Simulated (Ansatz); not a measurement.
**CH₃BF₂S: basis-set convergence**

One table from this session's results is given with a row withheld; the runs are named, their logs left out.

The runs use Ansatz 0.2.0, Gaussian basis; one geometry, several basis sets.

Plan: PBE0-D4/def2-SVP; ωB97M-V/def2-SVP; PBE0-D4/def2-QZVPP; ωB97M-V/def2-QZVPP; CCSD(T)/cc-pV(D+d)Z; CCSD(T)/cc-pV(T+d)Z; CCSD(T)/cc-pV(Q+d)Z; the functionals' def2-TZVPP values are taken from earlier runs.

## Structure used throughout

An earlier PBE0-D4 in a triple-zeta def2 set relaxation fixed the geometry.

SMILES `CSB(F)F`, 8 atoms, charge 0, spin multiplicity 1.

Atoms are counted from 1 here; the program's logs count them from 0.

Bond lengths: C1–S2 1.812 Å, C1–H6 1.088 Å, C1–H7 1.089 Å, C1–H8 1.088 Å, S2–B3 1.791 Å, B3–F4 1.320 Å, B3–F5 1.323 Å. Angles: S2–C1–H6 110.8°, S2–C1–H7 106.5°, S2–C1–H8 110.8°, H6–C1–H7 109.3°, H6–C1–H8 110.0°, H7–C1–H8 109.3°, C1–S2–B3 101.2°, S2–B3–F4 119.6°, S2–B3–F5 122.5°, F4–B3–F5 117.9°.

Set-up of the first run:

Contents of in.yaml:

```yaml
crystal:
  periodic: [false, false, false]
  atoms:
    - {symbol: C, position_ang: [-0.803302, 0.136920, 0.921919]}
    - {symbol: S, position_ang: [0.719295, -0.779625, 0.569872]}
    - {symbol: B, position_ang: [1.068102, -0.245305, -1.103534]}
    - {symbol: F, position_ang: [2.133848, -0.711848, -1.727676]}
    - {symbol: F, position_ang: [0.295401, 0.609586, -1.753226]}
    - {symbol: H, position_ang: [-0.637525, 1.208964, 0.840252]}
    - {symbol: H, position_ang: [-1.080657, -0.107343, 1.946108]}
    - {symbol: H, position_ang: [-1.602963, -0.168649, 0.250486]}
basis:
  gaussian: {orbitals: def2-SVP}
hamiltonian: {xc: pbe0, dispersion: d4}
output: {orbitals: {seedname: orbitals}}
```

On the command line:

```bash
> ansatz run in.yaml --threads 2 --pin off --events-out ev --progress --plain --max-ram 22528MiB --backend cpu
```

Among the steps run: PBE0-D4 in def2-SVP; ωB97M-V in def2-SVP; PBE0-D4 in def2-QZVPP; ωB97M-V in def2-QZVPP.

One of the session's tables, all rows but one given; the rest of the session is left out.

| functional | basis | HOMO (eV) | LUMO (eV) |
| --- | --- | --- | --- |
| PBE0-D4 | def2-SVP | -7.64 | 0.52 |
| PBE0-D4 | def2-TZVPP | -7.74 | 0.23 |
| PBE0-D4 | def2-QZVPP | -7.76 | 0.09 |
| ωB97M-V | def2-SVP | -9.79 | 2.66 |
| ωB97M-V | def2-TZVPP | ? | ? |
| ωB97M-V | def2-QZVPP | -9.94 | 1.48 |

Estimate the missing values for ωB97M-V, def2-TZVPP.

As computed: HOMO (eV): -9.91; LUMO (eV): 1.95. In the column «HOMO (eV)» it lies between ωB97M-V, def2-QZVPP (-9.94) and ωB97M-V, def2-SVP (-9.79).
